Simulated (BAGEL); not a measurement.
# doublet CH3AlF2S+ at 3 levels

We compute a comparison of 3 runs (UHF/STO-3G, ROHF/6-31G*, ROHF/cc-pVDZ) of doublet CH3AlF2S+. 

The calculation is run with BAGEL 1.2.2.

30 further runs of the same task are left out: 30 set aside as unsound or not needed.

## Step 1: The molecule

CH3AlF2S+ has 8 atoms, charge +1, and is taken as a doublet. SMILES of the parent species: `C[S][Al]([F])[F]`. The shape is that of a PBE0-D4/def2-TZVP optimisation. That shape belongs to the parent species and isn't relaxed for this state.

Bond lengths: C1–S2 1.828 Å, S2–Al3 2.143 Å, Al3–F4 1.637 Å, Al3–F5 1.642 Å, C1–H6 1.089 Å, C1–H7 1.089 Å, C1–H8 1.088 Å. Angles: C1–S2–Al3 100.8°, S2–Al3–F4 120.9°, S2–Al3–F5 120.3°, F4–Al3–F5 118.8°, S2–C1–H6 108.4°, S2–C1–H7 108.1°, S2–C1–H8 112.1°, H6–C1–H7 109.5°, H6–C1–H8 109.4°, H7–C1–H8 109.3°.

## Step 2: The energy at UHF/STO-3G (density fitting with qzvpp-jkfit) (run 1)

The input, calc.json:

```json
{ "bagel" : [

{
  "title" : "molecule",
  "basis" : "sto-3g",
  "df_basis" : "qzvpp-jkfit",
  "angstrom" : "true",
  "geometry" : [
    { "atom" : "C", "xyz" : [      -0.685200,      -0.191000,       1.173500 ] },
    { "atom" : "S", "xyz" : [       0.485100,      -1.211200,       0.207700 ] },
    { "atom" : "Al", "xyz" : [       0.908100,       0.103300,      -1.431700 ] },
    { "atom" : "F", "xyz" : [       1.930400,      -0.347100,      -2.628200 ] },
    { "atom" : "F", "xyz" : [       0.210100,       1.587700,      -1.506300 ] },
    { "atom" : "H", "xyz" : [      -1.638200,      -0.714900,       1.221000 ] },
    { "atom" : "H", "xyz" : [      -0.283000,      -0.075000,       2.178400 ] },
    { "atom" : "H", "xyz" : [      -0.835000,       0.791100,       0.729900 ] }
  ]
},

{
  "title" : "uhf",
  "charge" : 1,
  "nopen" : 1
},

{
  "title" : "print",
  "file" : "orbitals.molden",
  "orbitals" : "true"
}

]}
```

On the command line:

```
$ BAGEL_NUM_THREADS=1 BAGEL calc.json > calc.out
```

What it wrote:

```text
* using 1 threads per process

  ===============================================================
  ===============================================================

  *** Geometry ***

  { "atom" : "C", "xyz" : [     -1.294840,     -0.360938,      2.217594 ] },
  { "atom" : "S", "xyz" : [      0.916706,     -2.288836,      0.392496 ] },
  { "atom" : "Al", "xyz" : [      1.716060,      0.195209,     -2.705521 ] },
  { "atom" : "F", "xyz" : [      3.647927,     -0.655924,     -4.966578 ] },
  { "atom" : "F", "xyz" : [      0.397031,      3.000318,     -2.846494 ] },
  { "atom" : "H", "xyz" : [     -3.095749,     -1.350965,      2.307356 ] },
  { "atom" : "H", "xyz" : [     -0.534792,     -0.141729,      4.116579 ] },
  { "atom" : "H", "xyz" : [     -1.577921,      1.494962,      1.379311 ] },

  Number of auxiliary basis functions:      539

  Since a DF basis is specified, we compute 2- and 3-index integrals:
    o Being stored without compression. Storage requirement is 0.006 GB

  Number of basis functions:       36
  Number of electrons      :       56

    * METHOD: MOLECULE                             0.23

  *** Open-shell HF ***

  === Nuclear Repulsion ===
   277.5319790367

      * DIIS with orbital gradients will be used.

  === UHF iteration (sto-3g) ===
      0       -867.17545028          0.03512787           0.07
      1       -867.34166913          0.00976112           0.07
      2       -867.35283862          0.00276468           0.06
      3       -867.35394868          0.00079496           0.06
      4       -867.35420587          0.00014471           0.06
      5       -867.35423658          0.00002725           0.06
      6       -867.35424407          0.00000675           0.06
      7       -867.35424684          0.00000267           0.07
      8       -867.35424828          0.00000116           0.06
      9       -867.35424890          0.00000069           0.06
     10       -867.35424920          0.00000030           0.06
     11       -867.35424925          0.00000012           0.06
     12       -867.35424925          0.00000006           0.06
     13       -867.35424925          0.00000003           0.06
     14       -867.35424925          0.00000002           0.07
     15       -867.35424925          0.00000001           0.07
     16       -867.35424925          0.00000001           0.07
    * SCF iteration converged.

    * S^2 (UHF) is 0.7571

    * Permanent dipole moment:
           (    0.605040,     0.757699,    -1.475420) a.u.

    * METHOD: UHF                                  1.21

    * METHOD: PRINT                                0.00

  ===============================================================
```

It took 2.5 s on 1 thread of Intel Xeon Platinum 8488C (Sapphire Rapids), shared host; peak memory 0.078 GiB.

## Step 3: A single-point energy at ROHF/6-31G(d) (density fitting with qzvpp-jkfit, spherical functions) (run 2)

The input, calc.json:

```json
{ "bagel": [

{
  "title": "molecule",
  "basis": "6-31gs.json",
  "df_basis": "qzvpp-jkfit",
  "angstrom": true,
  "geometry": [
    { "atom": "C", "xyz": [   -0.685200,   -0.191000,    1.173500 ] },
    { "atom": "S", "xyz": [    0.485100,   -1.211200,    0.207700 ] },
    { "atom": "Al", "xyz": [    0.908100,    0.103300,   -1.431700 ] },
    { "atom": "F", "xyz": [    1.930400,   -0.347100,   -2.628200 ] },
    { "atom": "F", "xyz": [    0.210100,    1.587700,   -1.506300 ] },
    { "atom": "H", "xyz": [   -1.638200,   -0.714900,    1.221000 ] },
    { "atom": "H", "xyz": [   -0.283000,   -0.075000,    2.178400 ] },
    { "atom": "H", "xyz": [   -0.835000,    0.791100,    0.729900 ] }
  ]
},
{
  "title": "rohf",
  "charge": 1,
  "nopen": 1
},
{
  "title": "print",
  "file": "orbitals.molden",
  "orbitals": true
}

]}
```

The basis set 6-31G* is read from a file made from the Basis Set Exchange's data (not shown).

On the command line:

```
$ BAGEL_NUM_THREADS=1 BAGEL calc.json > calc.out
```

What it wrote:

```text
* using 1 threads per process

  ===============================================================
  ===============================================================

  *** Geometry ***

  { "atom" : "C", "xyz" : [     -1.294840,     -0.360938,      2.217594 ] },
  { "atom" : "S", "xyz" : [      0.916706,     -2.288836,      0.392496 ] },
  { "atom" : "Al", "xyz" : [      1.716060,      0.195209,     -2.705521 ] },
  { "atom" : "F", "xyz" : [      3.647927,     -0.655924,     -4.966578 ] },
  { "atom" : "F", "xyz" : [      0.397031,      3.000318,     -2.846494 ] },
  { "atom" : "H", "xyz" : [     -3.095749,     -1.350965,      2.307356 ] },
  { "atom" : "H", "xyz" : [     -0.534792,     -0.141729,      4.116579 ] },
  { "atom" : "H", "xyz" : [     -1.577921,      1.494962,      1.379311 ] },

  Number of auxiliary basis functions:      539

  Since a DF basis is specified, we compute 2- and 3-index integrals:
    o Being stored without compression. Storage requirement is 0.030 GB

  Number of basis functions:       84
  Number of electrons      :       56

    * METHOD: MOLECULE                             0.31

  *** Open-shell HF ***

  === Nuclear Repulsion ===
   277.5319790367

      * DIIS with orbital gradients will be used.

  === ROHF iteration (6-31gs.json) ===
      0       -877.43428811          0.04622817           0.18
      1       -877.64309901          0.03092429           0.18
      2       -877.71869758          0.01957022           0.19
      3       -877.76782645          0.00120957           0.18
      4       -877.76853681          0.00038164           0.18
      5       -877.76865071          0.00012875           0.17
      6       -877.76867047          0.00003145           0.17
      7       -877.76867741          0.00001224           0.18
      8       -877.76867809          0.00000299           0.18
      9       -877.76867823          0.00000131           0.17
     10       -877.76867823          0.00000044           0.17
     11       -877.76867823          0.00000013           0.17
     12       -877.76867822          0.00000008           0.17
     13       -877.76867823          0.00000007           0.17
     14       -877.76867823          0.00000005           0.17
     15       -877.76867823          0.00000003           0.17
     16       -877.76867823          0.00000001           0.19
     17       -877.76867823          0.00000001           0.18
    * SCF iteration converged.

    * S^2 (ROHF) is 0.7500

    * Permanent dipole moment:
           (    0.963527,     1.044356,    -2.228673) a.u.

    * METHOD: ROHF                                 3.41

    * METHOD: PRINT                                0.01

  ===============================================================
```

Wall time 4.8 s (1 thread of Intel Xeon Platinum 8488C (Sapphire Rapids), shared host); peak memory 0.14 GiB.

## Step 4: The energy at ROHF/cc-pVDZ (density fitting with qzvpp-jkfit) (run 3)

The input, hf.json:

```json
{ "bagel" : [

{
  "title" : "molecule",
  "basis" : "cc-pvdz.json",
  "df_basis" : "qzvpp-jkfit",
  "angstrom" : true,
  "geometry" : [
    { "atom" : "C", "xyz" : [   -0.685200,   -0.191000,    1.173500 ] },
    { "atom" : "S", "xyz" : [    0.485100,   -1.211200,    0.207700 ] },
    { "atom" : "Al", "xyz" : [    0.908100,    0.103300,   -1.431700 ] },
    { "atom" : "F", "xyz" : [    1.930400,   -0.347100,   -2.628200 ] },
    { "atom" : "F", "xyz" : [    0.210100,    1.587700,   -1.506300 ] },
    { "atom" : "H", "xyz" : [   -1.638200,   -0.714900,    1.221000 ] },
    { "atom" : "H", "xyz" : [   -0.283000,   -0.075000,    2.178400 ] },
    { "atom" : "H", "xyz" : [   -0.835000,    0.791100,    0.729900 ] }
  ]
},
{ "title" : "rohf", "charge" : 1, "nopen" : 1 },
{ "title" : "print", "file" : "orbitals.molden", "orbitals" : true }

]}
```

The basis set cc-pVDZ is read from a file made from the Basis Set Exchange's data (not shown).

On the command line:

```
$ BAGEL_NUM_THREADS=1 BAGEL hf.json > hf.out
```

What it wrote:

```text
* using 1 threads per process

  ===============================================================
  ===============================================================

  *** Geometry ***

  { "atom" : "C", "xyz" : [     -1.294840,     -0.360938,      2.217594 ] },
  { "atom" : "S", "xyz" : [      0.916706,     -2.288836,      0.392496 ] },
  { "atom" : "Al", "xyz" : [      1.716060,      0.195209,     -2.705521 ] },
  { "atom" : "F", "xyz" : [      3.647927,     -0.655924,     -4.966578 ] },
  { "atom" : "F", "xyz" : [      0.397031,      3.000318,     -2.846494 ] },
  { "atom" : "H", "xyz" : [     -3.095749,     -1.350965,      2.307356 ] },
  { "atom" : "H", "xyz" : [     -0.534792,     -0.141729,      4.116579 ] },
  { "atom" : "H", "xyz" : [     -1.577921,      1.494962,      1.379311 ] },

  Number of auxiliary basis functions:      539

  Since a DF basis is specified, we compute 2- and 3-index integrals:
    o Being stored without compression. Storage requirement is 0.037 GB

  Number of basis functions:       93
  Number of electrons      :       56

    * METHOD: MOLECULE                             0.45

  *** Open-shell HF ***

  === Nuclear Repulsion ===
   277.5319790367

      * DIIS with orbital gradients will be used.

  === ROHF iteration (cc-pvdz.json) ===
      0       -877.44062295          0.03526995           0.23
      1       -877.65664091          0.02356392           0.23
      2       -877.74113160          0.01442361           0.21
      3       -877.79924883          0.00135557           0.21
      4       -877.80006719          0.00047714           0.22
      5       -877.80020715          0.00015888           0.22
      6       -877.80023170          0.00005240           0.22
      7       -877.80023934          0.00001595           0.21
      8       -877.80024070          0.00000414           0.21
      9       -877.80024098          0.00000239           0.22
     10       -877.80024101          0.00000072           0.21
     11       -877.80024100          0.00000025           0.21
     12       -877.80024100          0.00000017           0.22
     13       -877.80024100          0.00000013           0.22
     14       -877.80024100          0.00000010           0.24
     15       -877.80024100          0.00000004           0.21
     16       -877.80024100          0.00000002           0.21
     17       -877.80024100          0.00000001           0.22
     18       -877.80024100          0.00000000           0.22
    * SCF iteration converged.

    * S^2 (ROHF) is 0.7500

    * Permanent dipole moment:
           (    1.034465,     1.104714,    -2.381508) a.u.

    * METHOD: ROHF                                 4.42

    * METHOD: PRINT                                0.02

  ===============================================================
```

Run time: 6.3 s. Hardware: 1 thread of Intel Xeon Platinum 8488C (Sapphire Rapids), shared host; peak memory 0.15 GiB.

## Step 5: The series

```
run                                                                level  energy (Eh)   ⟨S²⟩  wall time
  1                        UHF/STO-3G (density fitting with qzvpp-jkfit)  -867.354249  0.757      2.5 s
  2  ROHF/6-31G* (density fitting with qzvpp-jkfit, spherical functions)  -877.768678  0.750      4.8 s
  3                      ROHF/cc-pVDZ (density fitting with qzvpp-jkfit)  -877.800241  0.750      6.3 s
```

## Step 6: Outcome

```
           quantity          value
run 3: total energy  -877.80024 Eh
        run 3: ⟨S²⟩          0.750
```

In words: In run 1 the basis is minimal, so the values are rough. All runs together took 14 s, the longest 6.3 s.
